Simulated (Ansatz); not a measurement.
Working through a check of forces and pressure against finite differences of ZrRh3 (distorted cell)

Program: Ansatz 0.2.0 through its Python package.

At the Python prompt:
```pycon
>>> import warnings
>>> import ansatz as az
>>> import numpy as np
>>> vectors0 = np.array([
...     [3.82134, -0.03279, 0.03779],
...     [-0.03279, 4.00049, -0.0223],
...     [0.03779, -0.0223, 3.92744],
... ])
>>> sites = [
...     ("Zr", (0.97786, 0.03378, 0.98121)),
...     ("Rh", (0.97866, 0.49379, 0.49999)),
...     ("Rh", (0.50372, 0.9996, 0.51994)),
...     ("Rh", (0.51505, 0.53268, 0.94478)),
... ]
>>> def build(cell):
...     crystal = az.Crystal(lattice=az.Lattice.of(cell))
...     for symbol, position in sites:
...         crystal = crystal.atom(symbol, position)
...     return crystal
...
>>> warnings.simplefilter("ignore", az.DeckWarning)
>>> def solve(crystal):
...     return (
...         crystal.calculation()
...         .functional("r2SCAN")
...         .occupations("fermi_dirac", width=150 * az.meV)
...         .basis(650, xc_grid=2)
...         .kpoints(4, 4, 4)
...         .scf(tolerance=1e-09)
...         .forces()
...         .stress()
...         .run(threads=1)
...     ).report
...
>>> centre = solve(build(vectors0))
>>> start = build(vectors0)
>>> # move one atom both ways along a Cartesian axis
>>> print(f"force on atom 1 along y: analytic {centre['forces_ev_ang'][1][1]:.4f} eV/A")
force on atom 1 along y: analytic 0.9458 eV/A
>>> for h in (0.005, 0.02):
...     shift = np.eye(3)[1] * h @ np.linalg.inv(vectors0)
...     plus, minus = (solve(start.move(1, to=np.array(sites[1][1]) + sign * shift))["lagrangian_ev"] for sign in (1, -1))
...     print(f"  step {h} A: numerical {-(plus - minus) / (2 * h):.4f} eV/A")
...
  step 0.005 A: numerical 0.9458 eV/A
  step 0.02 A: numerical 0.9461 eV/A
>>> # P = -dF/dV; the difference feels the change of the plane-wave count with the cell
>>> volume = abs(np.linalg.det(vectors0))
>>> larger, smaller = (solve(build(vectors0 * (1 + sign * 0.005) ** (1 / 3)))["lagrangian_ev"] for sign in (1, -1))
>>> numerical = -(larger - smaller) / (0.01 * volume) * 160.21766
>>> print(f"pressure: analytic {np.trace(centre['stress_gpa']) / 3:.3f}, numerical {numerical:.3f} GPa")
pressure: analytic 10.498, numerical 10.504 GPa
```

What to keep in mind:
- No spin polarisation was allowed.
- The mesh is modest for a metal, so energies can be off by several to tens of meV an atom and pressures by half a GPa or more; differences at equal mesh fare better.
- A Fermi-Dirac width this large means warm electrons, whose thermal share enters the free energy.
- The program warned that this SCF threshold is loose for forces or stresses.
- Pressure is positive in compression.
- The cell is a database structure, distorted on purpose.
- The central difference errs as the square of the step, so the shorter step is the fairer test; what remains comes from the finite grid and the SCF threshold.
- The script silences the warnings on its input, which a real study should read.
- The whole script took 61 s on 1 thread of AMD EPYC 9R45 96-Core Processor (Zen 5), on a shared host, peak memory 0.52 GiB.
